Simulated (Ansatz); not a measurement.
Working through a short molecular-dynamics run of BBrH2S, SMILES SBBr

Computed with the Ansatz DFT code, driven from Python.

The script reads `bbrh2s.xyz`:
```text
5

S    -1.32770    0.47160    0.14570
B     0.43050    0.03490    0.31360
Br    0.91370   -1.88580    0.47040
H    -1.23700    0.43910   -1.27270
H     1.27050    0.86660    0.30160
```

Typed at the interpreter:
```pycon
>>> import warnings
>>> import ansatz as az
>>> import numpy as np
>>> warnings.simplefilter("ignore", az.DeckWarning)
>>> molecule = az.Crystal.molecule_from_extxyz("bbrh2s.xyz")
>>> setup = molecule.calculation()
>>> setup = setup.basis(gaussian="def2-SVP")
>>> setup = setup.functional("b3lyp").md("nve", timestep=1.0, steps=40, temperature=300, initial_velocities="maxwell_boltzmann", seed=42)
>>> frames = []
>>> done = setup.session().plan().execute(on_event=lambda e: frames.append(e["data"]) if e["event"] == "md_step" else None)
>>> print("t (fs)   E_pot (eV)      E_kin (eV)   T (K)   d(0-1) (A)")
t (fs)   E_pot (eV)      E_kin (eV)   T (K)   d(0-1) (A)
>>> for f in frames[::3]:
...     xyz = np.array(f["positions_ang"])
...     print(f"{f['time_fs']:6.2f} {f['lagrangian_ev']:14.5f} {f['e_kin_ev']:10.5f} {f['temperature_k']:8.1f} {np.linalg.norm(xyz[0] - xyz[1]):9.4f}")
...
  0.00   -81580.26281    0.11633    300.0    1.8194
  3.00   -81580.30790    0.15918    410.5    1.8429
  6.00   -81580.29956    0.15240    393.0    1.8670
  9.00   -81580.31609    0.16865    434.9    1.8904
 12.00   -81580.28538    0.13943    359.6    1.9104
 15.00   -81580.34514    0.19603    505.5    1.9217
 18.00   -81580.32991    0.18452    475.8    1.9209
 21.00   -81580.43325    0.28514    735.3    1.9096
 24.00   -81580.47922    0.33381    860.8    1.8885
 27.00   -81580.71881    0.56978   1469.3    1.8563
 30.00   -81580.83097    0.68514   1766.8    1.8153
 33.00   -81580.90070    0.75053   1935.5    1.7737
 36.00   -81580.75504    0.60857   1569.4    1.7404
 39.00   -81580.76744    0.61940   1597.3    1.7217
>>> kept = np.array([f["conserved_ev"] for f in frames])
>>> print(f"conserved energy moves by at most {1000 * np.ptp(kept):.3f} meV")
conserved energy moves by at most 5.726 meV
```

Reading the output:
- Total energies depend on the basis set; only differences at equal settings carry meaning.
- The trajectory is only some femtoseconds long, so its temperature is not equilibrated; where the script doesn't relax first, it starts from a rough generated geometry.
- b3lyp holds the VWN-RPA fit, as in Gaussian; the form of ORCA and Turbomole is b3lyp5.
- The temperature counts the internal degrees of freedom alone.
- With hydrogen a step over 0.5 fs is long.
- Hardware and time: 82 s on 1 thread of Arm Neoverse V2, on a shared host, peak memory 0.22 GiB.
